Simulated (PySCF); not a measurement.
# C2H9NOSSi: a tour of settings, part 2 of 2

PySCF 2.14.0. Atoms count from 0. The steps go on from the part before.

### Step 6. Indirect couplings: PBE0/6-31G*

Job settings and geometry (Å):

```
{"job": {"kind": "j", "xc": "PBE0", "basis": "6-31G*", "scf": {"aux": "def2-universal-jkfit"}}, "charge": 0, "multiplicity": 1}
C     -0.844003    -1.845167    -0.981814
O     -0.059606    -0.750042    -0.607050
Si    -0.562067     0.588269     0.151830
N     -1.800409     1.374066    -0.749060
S      1.234301     1.740868     0.350120
C      2.363728     0.494843     1.047498
H     -1.750871    -1.518480    -1.492396
H     -0.249592    -2.468260    -1.650422
H     -1.127814    -2.425178    -0.101183
H     -1.128521     0.316420     1.468348
H     -1.663992     1.464947    -1.744823
H     -2.171647     2.236350    -0.386244
H      2.017187     0.206375     2.034982
H      3.342795     0.956979     1.115237
H      2.396097    -0.363999     0.386338
```

With the program's defaults for keys left out, this is: PBE0/6-31G* indirect spin-spin coupling, non-relativistic, gas phase.

Log:

```text
final grid: 116640 points
cycle   1  E = -898.7170503313  dE =  5.793e-01  |g| = 7.084e-01  |ddm| = 3.473e+00
cycle   2  E = -898.6167080355  dE =  1.003e-01  |g| = 1.013e+00  |ddm| = 1.570e+00
cycle   3  E = -898.8191521219  dE = -2.024e-01  |g| = 9.552e-02  |ddm| = 9.856e-01
cycle   4  E = -898.8209345799  dE = -1.782e-03  |g| = 3.693e-02  |ddm| = 1.287e-01
cycle   5  E = -898.8212304823  dE = -2.959e-04  |g| = 9.935e-03  |ddm| = 4.288e-02
cycle   6  E = -898.8212527153  dE = -2.223e-05  |g| = 2.514e-03  |ddm| = 1.307e-02
cycle   7  E = -898.8212545179  dE = -1.803e-06  |g| = 4.223e-04  |ddm| = 3.684e-03
cycle   8  E = -898.8212545685  dE = -5.067e-08  |g| = 1.062e-04  |ddm| = 6.894e-04
cycle   9  E = -898.8212545719  dE = -3.365e-09  |g| = 3.421e-05  |ddm| = 1.715e-04
cycle  10  E = -898.8212545722  dE = -2.929e-10  |g| = 8.255e-06  |ddm| = 3.715e-05
converged SCF energy = -898.8212545722

Indirect spin-spin couplings (Hz)
  i      j    bonds     total        FC       PSO       DSO        SD
  0 C    1 O    1      6.791     8.388    -1.454    -0.143         -
  0 C    2 Si   2      2.250     1.943     0.277     0.039    -0.010
  0 C    3 N    3     -0.422    -0.424    -0.008     0.004     0.006
  0 C    4 S    3     -0.131    -0.063    -0.043    -0.024         -
  0 C    6 H    1    147.755   146.694     0.197     0.864         -
  0 C    7 H    1    152.607   151.646     0.148     0.812         -
  0 C    8 H    1    146.750   145.701     0.207     0.842         -
  0 C    9 H    3     -0.115    -0.051     0.058    -0.123         -
  0 C   13 H    5     -0.162    -0.046     0.139    -0.256         -
  1 O    2 Si   1    -10.556    -4.886    -5.917     0.082     0.164
  1 O    3 N    2      0.625     0.796    -0.202    -0.007     0.038
  1 O    5 C    3     -1.615    -1.646     0.061    -0.029         -
  1 O    6 H    2     -1.999    -1.358    -0.698     0.057         -
  1 O    7 H    2     -8.960    -8.270    -0.720     0.029         -
  1 O    8 H    2     -2.746    -2.099    -0.702     0.055         -
  1 O    9 H    2     -5.444    -5.753     0.156     0.153         -
  1 O   10 H    3      0.085    -0.016     0.109    -0.008         -
  1 O   11 H    3     -1.421    -1.755     0.005     0.329         -
  1 O   14 H    4     -0.439    -0.295     0.158    -0.302         -
  2 Si   3 N    1     16.014    18.184    -2.418     0.049     0.199
  2 Si   4 S    1     13.165    10.156     4.162    -0.026    -1.127
  2 Si   5 C    2      1.231     1.017     0.176    -0.012     0.050
  2 Si   6 H    3     -1.445    -1.678     0.222    -0.002     0.013
  2 Si   7 H    3     -9.598    -9.605    -0.242     0.355    -0.106
  2 Si   8 H    3     -0.181    -0.365     0.120     0.073    -0.009
  2 Si   9 H    1   -215.178  -215.248     1.193    -0.556    -0.566
  2 Si  10 H    2      3.609     2.555     0.832     0.214     0.008
  2 Si  11 H    2     -2.508    -3.227     0.597     0.225    -0.104
  2 Si  12 H    3     -1.117    -1.170     0.084    -0.087     0.057
  2 Si  13 H    3     -9.534    -9.643    -0.141     0.270    -0.019
  2 Si  14 H    3     -2.677    -2.751     0.120    -0.085     0.039
  3 N    4 S    2     -0.147    -0.210     0.150     0.004    -0.091
  3 N    5 C    3     -0.045    -0.095     0.014     0.035     0.001
  3 N    9 H    2    -11.377   -11.547     0.094     0.068     0.008
  3 N   10 H    1    -69.078   -65.753    -2.653    -0.372    -0.300
  3 N   11 H    1    -70.833   -67.455    -2.690    -0.362    -0.325
  3 N   12 H    4      0.159     0.049    -0.018     0.119     0.008
  4 S    5 C    1     -7.535    -9.601     2.030     0.035         -
  4 S    9 H    2      4.984     5.263    -0.231    -0.049         -
  4 S   10 H    3     -0.657    -0.685     0.063    -0.035         -
  4 S   11 H    3     -0.515    -0.583     0.091    -0.023         -
  4 S   12 H    2     -0.025    -0.269     0.282    -0.037         -
  4 S   13 H    2      4.396     3.956     0.475    -0.034         -
  4 S   14 H    2     -0.151    -0.432     0.311    -0.030         -
  5 C    9 H    3      0.053     0.065     0.003    -0.015         -
  5 C   10 H    4     -0.402    -0.212     0.094    -0.285         -
  5 C   11 H    4     -0.374    -0.156     0.095    -0.313         -
  5 C   12 H    1    146.811   145.340     0.688     0.782         -
  5 C   13 H    1    149.552   148.138     0.669     0.745         -
  5 C   14 H    1    151.032   149.643     0.581     0.809         -
  6 H    7 H    2    -13.621   -12.518     1.304    -2.406         -
  6 H    8 H    2    -13.725   -12.739     1.237    -2.223         -
  6 H    9 H    4     -0.261     0.121     0.142    -0.524         -
  6 H   10 H    5      0.519    -0.003    -0.649     1.171         -
  6 H   11 H    5     -0.456    -0.058     0.671    -1.069         -
  6 H   12 H    6     -0.439    -0.005     0.487    -0.921         -
  6 H   13 H    6     -0.426     0.098     0.576    -1.100         -
  6 H   14 H    6     -0.261     0.008     0.530    -0.799         -
  7 H    8 H    2    -13.905   -12.792     1.327    -2.440         -
  7 H    9 H    4     -0.847    -0.109     0.804    -1.543         -
  7 H   10 H    5     -0.223     0.006     0.292    -0.521         -
  7 H   11 H    5     -0.769    -0.052     0.909    -1.626         -
  7 H   12 H    6     -0.234    -0.003     0.306    -0.537         -
  7 H   13 H    6     -0.294     0.008     0.362    -0.664         -
  7 H   14 H    6      0.280     0.002    -0.174     0.453         -
  8 H    9 H    4      0.517     0.202    -0.366     0.681         -
  8 H   10 H    5     -0.512    -0.012     0.614    -1.114         -
  8 H   11 H    5     -0.633     0.012     0.710    -1.355         -
  8 H   13 H    6     -0.341     0.039     0.439    -0.819         -
  9 H   10 H    3      6.375     8.084     1.210    -2.919         -
  9 H   11 H    3     -0.990    -0.626     0.071    -0.435         -
  9 H   12 H    4      0.937     0.396    -0.505     1.045         -
  9 H   13 H    4     -0.719    -0.054     0.503    -1.169         -
  9 H   14 H    4     -0.391    -0.004     0.076    -0.462         -
 10 H   11 H    2    -11.155   -10.546     3.643    -4.252         -
 10 H   12 H    5     -0.714     0.066     0.488    -1.268         -
 10 H   13 H    5     -0.794    -0.144     0.419    -1.069         -
 10 H   14 H    5     -0.442     0.038     0.252    -0.732         -
 11 H   12 H    5     -0.566     0.050     0.301    -0.916         -
 11 H   13 H    5     -0.813    -0.114     0.437    -1.136         -
 11 H   14 H    5     -0.770     0.025     0.494    -1.289         -
 12 H   13 H    2    -15.458   -14.575     1.578    -2.461         -
 12 H   14 H    2    -13.335   -12.547     1.492    -2.280         -
 13 H   14 H    2    -15.495   -14.627     1.530    -2.398         -
```

Wall time 17 s (1 thread of Arm Neoverse V1, shared host); peak memory 0.66 GiB.

This basis has no tight s functions, so the Fermi-contact terms are rough.

Couplings of 1 Hz or more, nine at most for each number of bonds, with means over like pairs (isotopes 13C, 1H, 15N, 17O, 33S, 29Si):

| pair | bonds | J (Hz) | Fermi contact (Hz) | dihedral (°) |
| --- | --- | --- | --- | --- |
| Si2–H9 | 1 | -215.2 | -215.2 | – |
| C5–H12 | 1 | 149.1 | 147.7 | – |
| C0–H6 | 1 | 149.0 | 148.0 | – |
| N3–H10 | 1 | -70.0 | -66.6 | – |
| Si2–N3 | 1 | 16.0 | 18.2 | – |
| Si2–S4 | 1 | 13.2 | 10.2 | – |
| O1–Si2 | 1 | -10.6 | -4.9 | – |
| S4–C5 | 1 | -7.5 | -9.6 | – |
| C0–O1 | 1 | 6.8 | 8.4 | – |
| H12–H13 | 2 | -14.8 | -13.9 | – |
| H6–H7 | 2 | -13.8 | -12.7 | – |
| N3–H9 | 2 | -11.4 | -11.5 | – |
| H10–H11 | 2 | -11.2 | -10.5 | – |
| O1–H9 | 2 | -5.4 | -5.8 | – |
| S4–H9 | 2 | 5.0 | 5.3 | – |
| O1–H6 | 2 | -4.6 | -3.9 | – |
| C0–Si2 | 2 | 2.2 | 1.9 | – |
| S4–H12 | 2 | 1.4 | 1.1 | – |
| Si2–H12 | 3 | -4.4 | -4.5 | – |
| Si2–H6 | 3 | -3.7 | -3.9 | – |
| H9–H10 | 3 | 2.7 | 3.7 | – |
| O1–C5 | 3 | -1.6 | -1.6 | -49 |

The spin-dipole term was solved for some atoms only; pairs without it lack that part.

The response was solved for the nuclei of C, H, N, Si alone, so couplings that need other nuclei can be missing.

Quadrupole couplings from the field gradients of the same density:

| atom | isotope | eQq/h (MHz) | η |
| --- | --- | --- | --- |
| S4 | 33S | 32.5 | 0.99 |
| O1 | 17O | -9.386 | 0.35 |
| N3 | 14N | -3.779 | 0.36 |

Joined with the shifts from before (PBE0/pcSseg-1, scaled to CDCl3 for protons on carbon, raw for the others), the couplings predict the line list below for 400 MHz.

1H NMR δ 5.38 (s, 1H), 3.78 (s, 3H), 2.01 (s, 3H), 0.50 (br s, 2H).

### Step 7. Comparing the runs: electronic excitations

Excitations and ground-state properties, with basis size and wall time:

| run | lowest singlet (eV) | brightest (eV) | f | gap (eV) | α (Å³) | μ (D) | functions | time |
| --- | --- | --- | --- | --- | --- | --- | --- | --- |
| PBE0/def2-SVPD | 5.46 | 6.51 | 0.040 | 6.84 | 12.47 | 1.53 | 206 | 28 s |
| PBE/def2-SVPD | 4.91 | 5.76 | 0.027 | 4.83 | 13.10 | 1.47 | 206 | 34 s |
| PBE0/Sadlej pVTZ | 5.25 | 5.25 | 0.001 | 6.40 | 12.79 | 1.45 | 241 | 27 s |

### Step 8. Summary of results

This closing draws on all 2 parts.

```
                                                              quantity                        value
                                13C shifts against TMS (PBE0/pcSseg-1)               52.7, 12.1 ppm
1H shifts against TMS (PBE0/pcSseg-1, means over atoms taken as alike)   5.38, 3.90, 2.02, 0.50 ppm
                                17O shifts against H2O (PBE0/pcSseg-1)                     19.9 ppm
                               29Si shifts against TMS (PBE0/pcSseg-1)                    -14.9 ppm
                                15N shifts against NH3 (PBE0/pcSseg-1)                     24.5 ppm
                                33S shifts against CS2 (PBE0/pcSseg-1)                     -147 ppm
                                       lowest singlet (PBE0/def2-SVPD)  5.46 eV (227 nm), f = 0.001
                              brightest single state of those computed  state 3, 6.51 eV, f = 0.040
                                                        lowest triplet                      5.09 eV
                           largest coupling of the table (PBE0/6-31G*)   1J(Si,H) Si2–H9, -215.2 Hz
                                           range of the lowest singlet              4.91 to 5.46 eV
```

**Reading.** Single values in the summary come from the first run of each kind that ended normally (PBE0/pcSseg-1; PBE0/def2-SVPD; PBE0/6-31G*), which need not be the best level. The most deshielded carbon is C0 (methyl carbon bonded to O), at 52.7 ppm: pulled downfield by the heteroatom. At PBE0/pcSseg-1: Shielding is most anisotropic at S4 (span 197 ppm, paramagnetic term -410 ppm). The lowest singlet, at 5.46 eV, is HOMO→LUMO 0.92 and is dark; of the 6 states computed, the strongest absorption comes from state 3 at 6.51 eV. The lowest triplet lies 0.37 eV below the lowest singlet (triplets in Tamm-Dancoff, singlets in full TDDFT). Of the pairs tabulated at PBE0/6-31G*, Si2–H9 couples most strongly (-215.2 Hz; Fermi contact -215.2 Hz). Couplings across rotatable bonds belong to this one conformer; where others are populated, the observed values are averages. The lowest singlet runs from 4.91 eV (PBE/def2-SVPD) to 5.46 eV (PBE0/def2-SVPD), while the orbital gap spans 4.83 to 6.84 eV. The lowest state need not be the same one in every run. The runs solved for a few states only, so the brightest column depends on that window. Couplings from bases without tight functions are rough.
